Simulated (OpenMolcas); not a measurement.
**Ta²⁺ among point charges: CASSCF and CASPT2 levels and susceptibility**

Aim: the splitting of the states of Ta²⁺ in the field of 6 point charges, its lowest levels with spin-orbit coupling and its magnetic susceptibility.

The numbers are computed with OpenMolcas 26.06 (state-averaged CASSCF and CASPT2, spin-orbit coupling by RASSI with atomic mean-field integrals), except any that are marked as measured or tabulated.

### Step 1. Starting point

```
Species                           : Ta²⁺ (tantalum, Z = 73, 71 electrons)
Basis                             : ANO-RCC-VDZP [7s6p4d2f1g], 68 functions
Scalar Hamiltonian                : DKH2, point nucleus
Inactive shells                   : 1s 2s 2p 3s 3p 3d 4s 4p 4d 4f 5s 5p
Active space                      : 3 electrons in 5 orbitals (5d)
Some configurations of this space : 5d3
Orbitals                          : optimised for each spin and parity, averaged over all roots
```

Outer shells as boxes (Hund's rule):

5d3
```
5d [↑ ][↑ ][↑ ][  ][  ]
```

The ion sits among 6 point charges of -1 e arranged as a trigonal antiprism (D3d), 2.04 Å from the ion, with a polar angle of 61.9° against the regular 54.74°.

The work runs as a chain of OpenMolcas steps in one folder; each step below is one input file. Labels, J, g values, rates, χT and fits are worked out afterwards by a script from the matrices that RASSI stores. The input lists half of the charges; inversion (Group=XYZ) makes the rest.

### Step 2. Basis and integrals

Contents of a.inp:

```
&GATEWAY
Coord
1

Ta 0.0 0.0 0.0
Basis=ANO-RCC-VDZP
Group=XYZ
NoMove
AngMom=0.0 0.0 0.0
AMFI
XField
3 Angstrom 0
0.000000 1.798720 0.962395 -1.000000
1.557738 -0.899360 0.962395 -1.000000
1.557738 0.899360 -0.962395 -1.000000
&SEWARD
```

Command:

```console
$ OMP_NUM_THREADS=1 MOLCAS_MEM=1689 MOLCAS_PROJECT=a pymolcas a.inp > a.log
```

### Step 3. Reference wave functions, quartets of even parity, 10 roots

Contents of a.inp:

```
&RASSCF
FileOrb=start.orb
Symmetry=1
Spin=4
nActEl=3 0 0
Inactive=15 19
Ras2=5 0
CIRoot=10 10 1
SDav=10
CIMx=300
Iter=120 100
PrWF=0.3
OrbListing=Nothing
MaxOrb=0
>>> COPY $Project.JobIph JOB001
```

start.orb holds the contracted functions of the basis, ordered by shell, or the orbitals of the step before.

### Step 4. Reference wave functions, doublets of even parity, 40 roots

Contents of a.inp:

```
&RASSCF
FileOrb=start.orb
Symmetry=1
Spin=2
nActEl=3 0 0
Inactive=15 19
Ras2=5 0
CIRoot=40 40 1
SDav=40
CIMx=300
Iter=120 100
PrWF=0.3
OrbListing=Nothing
MaxOrb=0
>>> COPY $Project.JobIph JOB002
```

### Step 5. State interaction with spin-orbit coupling

Contents of a.inp:

```
&RASSI
NrOfJobIphs=2 10 40
1 2 3 4 5 6 7 8 9 10
1 2 3 4 5 6 7 8 9 10 11 12 13 14 15 16 17 18 19 20 21 22 23 24 25 26 27
28 29 30 31 32 33 34 35 36 37 38 39 40
IphNames
JOB001
JOB002
EJob
SpinOrbit
DIPRint=1.0
SOCoupling=1000.0
Subsets=2
Property=9
'ANGMOM' 1 'ANGMOM' 2 'ANGMOM' 3 'MLTPL  1' 1 'MLTPL  1' 2 'MLTPL  1' 3
'AMFI' 1 'AMFI' 2 'AMFI' 3
SOProperty=3
'ANGMOM' 1 'ANGMOM' 2 'ANGMOM' 3
```

### Step 6. CASPT2: IPEA 0.25, imaginary shift 0.1 (closed shells correlated: 4f 5s 5p)

Contents of a.inp:

```
>>> COPY JOB001 $Project.JobIph
&CASPT2
Multistate=10 1 2 3 4 5 6 7 8 9 10
NoMult
Frozen=14 9
IPEA=0.25
Imaginary=0.1
MaxIter=60
WThr=0.0 0.3 0.05
PrWF=0.5
NoMix
>>> COPY JOB002 $Project.JobIph
&CASPT2
Multistate=40 1 2 3 4 5 6 7 8 9 10 11 12 13 14 15 16 17 18 19 20 21 22
23 24 25 26 27 28 29 30 31 32 33 34 35 36 37 38 39 40
NoMult
Frozen=14 9
IPEA=0.25
Imaginary=0.1
MaxIter=60
WThr=0.0 0.3 0.05
PrWF=0.5
NoMix
```

(Steps that only read results are left out.)

Before running it: what results should come out? Wanted: spin-free ground state; first state of the same spin within the active space; lowest level; next level.

**Answer**, as computed:

| quantity | value |
| --- | --- |
| method | SS-CASPT2, IPEA 0.25, imaginary shift 0.1 (closed shells correlated: 4f 5s 5p) |
| spin-free ground state | 4A2, 1-fold in its orbital part |
| first state of the same spin within the active space | 4A1 at 12300 cm⁻¹ |
| lowest level | 2-fold E3/2, g = 0.00, 0.00, 4.21 |
| next level | 307.7 cm⁻¹ |
| χT at 300 K | 1.11 cm³ K/mol |
| effective moment at 300 K | 2.97 μB |

Cost by method:

```
                                                 method  time of its own steps  time with the reference
                                              A. CASSCF                   12 s                     12 s
B. SS-CASPT2, IPEA 0.25, imaginary shift 0.1, +4f 5s 5p                    8 s                     20 s
```

Times are of one thread on a shared host.

**Reading.** The spin-free ground state (4A2) comes to 93 % from free-ion F terms and keeps the highest spin of the shell. χT at 300 K is 1.11, against 1.88 cm³ K/mol for the spin alone, so spin-orbit coupling lowers it. CASPT2 does not keep the components of a term degenerate, and the means are used. The field of point charges can differ much from that of real complexes. Point charges carry no covalency, so the field is a model and not that of real ligands.
